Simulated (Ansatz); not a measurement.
This script for Ansatz 0.2.0, Python API starts 5 runs on Te2Mo, space group P6_3/mmc. What input does the engine get in each?

The script, `run_kconv.py`:
```python
"""k-point test for Te2Mo."""

import ansatz

FUNCTIONAL = "PBE"
FILLING = "fermi_dirac"

lattice = ansatz.Lattice.of(
    (3.5182, 0.0, 0.0),
    (-1.7591, 3.04685058, 0.0),
    (0.0, 0.0, 13.9736),
)
sites = [
    ("Te", (1 / 3, 2 / 3, 0.621)),
    ("Te", (2 / 3, 1 / 3, 0.121)),
    ("Te", (1 / 3, 2 / 3, 0.879)),
    ("Te", (2 / 3, 1 / 3, 0.379)),
    ("Mo", (1 / 3, 2 / 3, 0.25)),
    ("Mo", (2 / 3, 1 / 3, 0.75)),
]
crystal = ansatz.Crystal(lattice=lattice)
for symbol, position in sites:
    crystal = crystal.atom(symbol, position)

calc = crystal.calculation().functional(FUNCTIONAL).pseudopotentials("paw").occupations(FILLING).stress()

rows = []
for value in [(3, 3, 1), (5, 5, 1), (6, 6, 2), (7, 7, 2), (9, 9, 2)]:
    r = calc.kpoints(*value).run(threads=1).report
    rows.append((value, r["free_energy_ev"] / len(r["lattice"]["sites"]), r["n_iterations"], sum(r["stress_gpa"][i][i] for i in range(3)) / 3, r["n_kpoints"]))

print("        mesh   F/atom (eV)    iterations       P (GPa)      k-points")
for row in rows:
    print(f"{str(row[0]):>12s}  {row[1]:12.5f}  {row[2]:12d}  {row[3]:12.3f}  {row[4]:12d}")

# the last row is the reference
for row in rows[:-1]:
    shift = 1000 * (row[1] - rows[-1][1])
    print(f"{row[0]}: {shift:+.2f} meV/atom" + ("  (within 2 meV)" if abs(shift) < 2 else ""))
```

Run 1:
```yaml
crystal:
  lattice:
    - [3.5182, 0.0, 0.0]
    - [-1.7591, 3.04685058, 0.0]
    - [0.0, 0.0, 13.9736]
  atoms:
    - { symbol: Te, position: [0.3333333333333333, 0.6666666666666666, 0.621] }
    - { symbol: Te, position: [0.6666666666666666, 0.3333333333333333, 0.121] }
    - { symbol: Te, position: [0.3333333333333333, 0.6666666666666666, 0.879] }
    - { symbol: Te, position: [0.6666666666666666, 0.3333333333333333, 0.379] }
    - { symbol: Mo, position: [0.3333333333333333, 0.6666666666666666, 0.25] }
    - { symbol: Mo, position: [0.6666666666666666, 0.3333333333333333, 0.75] }
kpoints:
  mp_grid:
    grid: [3, 3, 1]
hamiltonian:
  xc: pbe
  pseudopotentials:
    kind: paw
scf:
  occupations:
    method: fermi_dirac
output:
  stress: true
```

Run 2, against run 1:
```diff
-    grid: [3, 3, 1]
+    grid: [5, 5, 1]
```

Run 3, against run 1:
```diff
-    grid: [3, 3, 1]
+    grid: [6, 6, 2]
```

Run 4, against run 1:
```diff
-    grid: [3, 3, 1]
+    grid: [7, 7, 2]
```

Run 5, against run 1:
```diff
-    grid: [3, 3, 1]
+    grid: [9, 9, 2]
```

Output of `python run_kconv.py`:
```text
DeckWarning: basis.ecutwfc = 420 eV, auto-derived from the records' recommended cutoffs: set by Te (normal level)
        mesh   F/atom (eV)    iterations       P (GPa)      k-points
   (3, 3, 1)   -6305.58853             8         2.590             3
   (5, 5, 1)   -6305.55656             7         3.137             5
   (6, 6, 2)   -6305.56574             7         2.930            14
   (7, 7, 2)   -6305.56570             7         2.936            16
   (9, 9, 2)   -6305.56584             7         2.930            24
(3, 3, 1): -22.69 meV/atom
(5, 5, 1): +9.28 meV/atom
(6, 6, 2): +0.10 meV/atom  (within 2 meV)
(7, 7, 2): +0.15 meV/atom  (within 2 meV)
```
(Warnings from the package without file and line.)

From 6×6×2 on it stays within 2 meV an atom of the value at 9×9×2; the first row (3×3×1) is off by 22.7 meV and the last but one by 0.15 meV. It goes up and down, since the sum over k-points isn't variational. The pressure moves from 2.59 to 2.93 GPa.

Caveats:
- Pressure is positive in compression.
- The starting cell is as deposited in a crystallographic database; the results hold for this polymorph, which needn't be the stable one.
- Shifts are counted from the finest mesh, which is itself no proven limit.
- By the engine's processor time: 18 s on 1 thread of Intel(R) Xeon(R) Processor @ 2.30GHz, on a shared host, peak memory 0.63 GiB.
